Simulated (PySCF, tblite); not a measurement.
**C5H8OSi2: a rotation path, then NMR shifts on frames**

How do NMR shifts of C5H8OSi2 (`C#C[Si@@H](C#C[SiH3])OC`) change as the atoms move?

The runs use tblite 0.8.0 and PySCF 2.14.0, with density-fitted response routines of our own; the level of theory stands in each step. All values are computed, except where a source is named. Atoms are numbered from 0 throughout.

### 1 Starting geometry

16 atoms, charge 0, multiplicity 1; geometry from: GFN2-xTB.

Bonds of the start (Å): C0–C1 1.20, C1–Si2 1.86, Si2–C3 1.86, C3–C4 1.21, C4–Si5 1.85, Si2–O6 1.63, O6–C7 1.39, C0–H8 1.05, Si2–H9 1.46, Si5–H10 1.47, Si5–H11 1.47, Si5–H12 1.47, C7–H13 1.09, C7–H14 1.09, C7–H15 1.09.

### 2 A band between two rotamers with GFN2-xTB

Job settings and geometry (Å):

```
{"job": {"kind": "neb", "xc": "GFN2-xTB", "basis": "xTB", "atoms": [3, 2, 6, 7], "turn": 120}, "charge": 0, "multiplicity": 1}
C     -1.784965     2.776408    -1.095572
C     -1.254767     1.708070    -1.245974
Si    -0.467482     0.039129    -1.477506
C      0.952397     0.018308    -0.277211
C      1.857955    -0.028277     0.525682
Si     3.242845    -0.094778     1.748300
O     -1.509411    -1.179857    -1.208147
C     -2.218029    -1.514945    -0.057559
H     -2.243751     3.714852    -0.965991
H     -0.106856    -0.252896    -2.856938
H      2.704287    -0.586431     3.020814
H      3.788828     1.255684     1.906052
H      4.265240    -1.012073     1.236896
H     -2.779058    -2.428250    -0.261324
H     -2.914802    -0.717596     0.214426
H     -1.540031    -1.688403     0.782639
```

Method: GFN2-xTB climbing-image nudged elastic band, gas phase.

Run with:

```
$ OMP_NUM_THREADS=1 python probes_run.py task.json out
```

The driver reads the jobs from task.json and runs them one after another.

Log:

```text
image   E - E0 / eV
  0      -0.0000
  1       0.0079
  2       0.0291
  3       0.0581
  4       0.0770
  5       0.0708
  6       0.0544
  7       0.0431
  8       0.0277
```

It took 4.3 s on 1 thread, shared host.

The final band, with the dihedral C3–Si2–O6–C7:

```
image  dihedral (°)  energy (eV)  energy (kcal/mol)
    0            57        0.000                0.0
    1            69        0.008                0.2
    2            83        0.029                0.7
    3           100        0.058                1.3
    4           120        0.077                1.8
    5           139        0.071                1.6
    6           155        0.054                1.3
    7           169        0.043                1.0
    8           174        0.028                0.6
```

### 3 NMR shieldings: image 0, PBE0/pcSseg-1

Job settings and geometry (Å):

```
{"job": {"kind": "nmr", "xc": "PBE0", "basis": "pcSseg-1", "pop": false}, "charge": 0, "multiplicity": 1}
C     -1.785000     2.776400    -1.095600
C     -1.254800     1.708100    -1.246000
Si    -0.467500     0.039100    -1.477500
C      0.952400     0.018300    -0.277200
C      1.858000    -0.028300     0.525700
Si     3.242800    -0.094800     1.748300
O     -1.509400    -1.179900    -1.208100
C     -2.218000    -1.514900    -0.057600
H     -2.243800     3.714900    -0.966000
H     -0.106900    -0.252900    -2.856900
H      2.704300    -0.586400     3.020800
H      3.788800     1.255700     1.906100
H      4.265200    -1.012100     1.236900
H     -2.779100    -2.428200    -0.261300
H     -2.914800    -0.717600     0.214400
H     -1.540000    -1.688400     0.782600
```

With the program's defaults for keys left out, this is: GIAO PBE0/pcSseg-1 NMR shielding, non-relativistic, gas phase.

Log:

```text
coarse grid: 14728 points
cycle   1  E = -848.6735474479  dE =  8.116e-01  |g| = 7.518e-01  |ddm| = 3.829e+00
cycle   2  E = -848.5706760244  dE =  1.029e-01  |g| = 1.060e+00  |ddm| = 1.560e+00
cycle   3  E = -848.7840756287  dE = -2.134e-01  |g| = 1.548e-01  |ddm| = 9.629e-01
cycle   4  E = -848.7887689146  dE = -4.693e-03  |g| = 4.022e-02  |ddm| = 1.541e-01
cycle   5  E = -848.7890001167  dE = -2.312e-04  |g| = 2.833e-02  |ddm| = 5.179e-02
cycle   6  E = -848.7891953970  dE = -1.953e-04  |g| = 6.202e-03  |ddm| = 2.137e-02
cycle   7  E = -848.7892039550  dE = -8.558e-06  |g| = 2.084e-03  |ddm| = 6.271e-03
final grid: 134080 points
cycle   8  E = -848.8491785136  dE = -1.730e-05  |g| = 1.049e-02  |ddm| = 3.553e-02
cycle   9  E = -848.8491394898  dE =  3.902e-05  |g| = 1.710e-02  |ddm| = 1.838e-02
cycle  10  E = -848.8491988220  dE = -5.933e-05  |g| = 3.182e-03  |ddm| = 1.208e-02
cycle  11  E = -848.8492012866  dE = -2.465e-06  |g| = 6.372e-04  |ddm| = 2.314e-03
cycle  12  E = -848.8492013738  dE = -8.719e-08  |g| = 1.955e-04  |ddm| = 6.045e-04
cycle  13  E = -848.8492013811  dE = -7.230e-09  |g| = 9.076e-05  |ddm| = 1.760e-04
cycle  14  E = -848.8492013830  dE = -1.888e-09  |g| = 2.290e-05  |ddm| = 7.015e-05
cycle  15  E = -848.8492013831  dE = -1.239e-10  |g| = 2.967e-06  |ddm| = 2.241e-05
converged SCF energy = -848.8492013831

GIAO shielding tensors (ppm)
atom      isotropic    diamagn.    paramagn.     s11        s22        s33       span
  0 C       85.559     261.224    -175.665      0.200      7.809    248.667    248.466
  1 C       99.110     261.972    -162.862     -0.435      8.655    289.110    289.545
  2 Si     416.367     880.853    -464.486    378.331    397.792    472.978     94.648
  3 C       68.359     267.833    -199.474    -34.244    -25.156    264.477    298.722
  4 C       76.429     264.302    -187.872    -20.493    -10.016    259.797    280.289
  5 Si     448.429     882.069    -433.641    441.089    443.641    460.556     19.466
  6 O      317.353     394.673     -77.320    259.929    332.776    359.355     99.427
  7 C      134.867     245.128    -110.260    109.300    111.034    184.268     74.968
  8 H       29.782      33.510      -3.728     24.765     24.903     39.679     14.914
  9 H       26.891      27.872      -0.981     23.543     24.652     32.479      8.936
 10 H       27.451      29.522      -2.072     23.986     26.119     32.247      8.261
 11 H       27.460      28.779      -1.319     23.933     26.031     32.417      8.484
 12 H       27.476      28.295      -0.819     23.969     25.842     32.618      8.649
 13 H       27.755      27.459       0.295     23.465     25.518     34.280     10.815
 14 H       27.846      29.658      -1.813     23.654     26.324     33.560      9.906
 15 H       27.851      31.696      -3.845     23.400     26.896     33.256      9.856
```

It took 33 s on 1 thread, shared host.

The references, computed at this level on geometries of the same kind, shield at (ppm): 1H TMS 31.72, 13C TMS 186.9, 29Si TMS 349.2, 17O H2O 336.1. Their shielding less the atom's gives the shift. The references are single molecules in the gas phase, so shifts against H2O, NH3, PH3, H3PO4 or CFCl3 are not on the usual liquid scales and can be off by tens of ppm. Each atom is listed at this fixed geometry, with no averaging over motion; a spectrum would average atoms that exchange fast.

```
atoms                              environment  σ (ppm)  δ (ppm)
   C3                            alkyne carbon     68.4    118.6
   C4                            alkyne carbon     76.4    110.5
   C0                   terminal alkyne carbon     85.6    101.4
   C1                            alkyne carbon     99.1     87.8
   C7                methyl carbon bonded to O    134.9     52.1
   H9   hydrogen on a silicon bonded to 2 C, O    26.89     4.83
  H10        hydrogen on a silicon bonded to C    27.45     4.27
  H11        hydrogen on a silicon bonded to C    27.46     4.26
  H12        hydrogen on a silicon bonded to C    27.48     4.24
  H13  hydrogen on a methyl carbon bonded to O    27.75     3.96
  H14  hydrogen on a methyl carbon bonded to O    27.85     3.87
  H15  hydrogen on a methyl carbon bonded to O    27.85     3.87
   H8     hydrogen on a terminal alkyne carbon    29.78     1.93
  Si2              silicon bonded to 2 C, O, H    416.4    -67.2
  Si5                 silicon bonded to C, 3 H    448.4    -99.3
   O6                   oxygen bonded to C, Si    317.4     18.7
```

### 4 Nuclear shieldings: image 2, PBE0/pcSseg-1

Job settings and geometry (Å):

```
{"job": {"kind": "nmr", "xc": "PBE0", "basis": "pcSseg-1", "pop": false}, "charge": 0, "multiplicity": 1}
C     -1.779700     2.639600    -0.943400
C     -1.229800     1.588900    -1.138200
Si    -0.399500    -0.055400    -1.385600
C      1.043600    -0.025500    -0.215100
C      1.990000    -0.020100     0.540600
Si     3.411700    -0.038000     1.720600
O     -1.408100    -1.296700    -1.093700
C     -2.447700    -1.437400    -0.178600
H     -2.262900     3.559900    -0.779100
H     -0.031100    -0.325800    -2.768900
H      2.942700    -0.588100     2.995700
H      3.888400     1.335700     1.897800
H      4.468900    -0.882900     1.158400
H     -2.825500    -2.458600    -0.252400
H     -3.254300    -0.737600    -0.414500
H     -2.114400    -1.249200     0.844900
```

Level: GIAO PBE0/pcSseg-1 NMR shielding, non-relativistic, gas phase.

Log:

```text
coarse grid: 14728 points
cycle   1  E = -848.6725440387  dE =  8.140e-01  |g| = 7.529e-01  |ddm| = 3.828e+00
cycle   2  E = -848.5707279908  dE =  1.018e-01  |g| = 1.057e+00  |ddm| = 1.577e+00
cycle   3  E = -848.7833610112  dE = -2.126e-01  |g| = 1.527e-01  |ddm| = 9.869e-01
cycle   4  E = -848.7878975062  dE = -4.536e-03  |g| = 4.103e-02  |ddm| = 1.539e-01
cycle   5  E = -848.7881246836  dE = -2.272e-04  |g| = 2.975e-02  |ddm| = 5.264e-02
cycle   6  E = -848.7883416897  dE = -2.170e-04  |g| = 5.956e-03  |ddm| = 2.217e-02
cycle   7  E = -848.7883495313  dE = -7.842e-06  |g| = 2.093e-03  |ddm| = 6.176e-03
final grid: 134080 points
cycle   8  E = -848.8483776610  dE = -1.909e-05  |g| = 1.000e-02  |ddm| = 3.507e-02
cycle   9  E = -848.8483427532  dE =  3.491e-05  |g| = 1.620e-02  |ddm| = 1.779e-02
cycle  10  E = -848.8483963467  dE = -5.359e-05  |g| = 3.038e-03  |ddm| = 1.156e-02
cycle  11  E = -848.8483985919  dE = -2.245e-06  |g| = 6.183e-04  |ddm| = 2.234e-03
cycle  12  E = -848.8483986729  dE = -8.105e-08  |g| = 2.027e-04  |ddm| = 6.059e-04
cycle  13  E = -848.8483986809  dE = -7.990e-09  |g| = 9.081e-05  |ddm| = 1.821e-04
cycle  14  E = -848.8483986828  dE = -1.872e-09  |g| = 2.332e-05  |ddm| = 7.055e-05
cycle  15  E = -848.8483986829  dE = -1.335e-10  |g| = 3.045e-06  |ddm| = 2.236e-05
converged SCF energy = -848.8483986829

GIAO shielding tensors (ppm)
atom      isotropic    diamagn.    paramagn.     s11        s22        s33       span
  0 C       84.570     260.961    -176.391     -0.180      6.059    247.830    248.010
  1 C       99.697     262.839    -163.143      1.774      8.564    288.752    286.978
  2 Si     416.575     881.188    -464.612    378.444    399.246    472.036     93.591
  3 C       66.923     266.795    -199.872    -36.386    -27.534    264.688    301.074
  4 C       77.623     264.896    -187.272    -17.481     -9.073    259.424    276.904
  5 Si     448.432     882.184    -433.752    441.535    442.623    461.139     19.604
  6 O      324.039     395.597     -71.558    272.897    337.172    362.049     89.152
  7 C      134.483     243.029    -108.546    107.937    111.545    183.968     76.031
  8 H       29.744      33.478      -3.734     24.744     24.898     39.591     14.847
  9 H       26.866      28.061      -1.195     23.473     24.735     32.389      8.916
 10 H       27.459      29.572      -2.113     23.991     26.098     32.287      8.295
 11 H       27.493      28.865      -1.371     23.964     26.070     32.446      8.483
 12 H       27.490      28.289      -0.799     23.995     25.861     32.614      8.619
 13 H       27.754      27.199       0.556     23.537     25.470     34.255     10.718
 14 H       27.769      28.121      -0.352     23.488     26.168     33.652     10.164
 15 H       27.891      31.132      -3.241     23.803     26.289     33.581      9.778
```

It took 29 s on 1 thread, shared host.

This run: δ C3 120.0, C4 109.3, C0 102.4, C1 87.2, H9 4.85, H10 4.26 ppm.

[end of part 1 of 2]
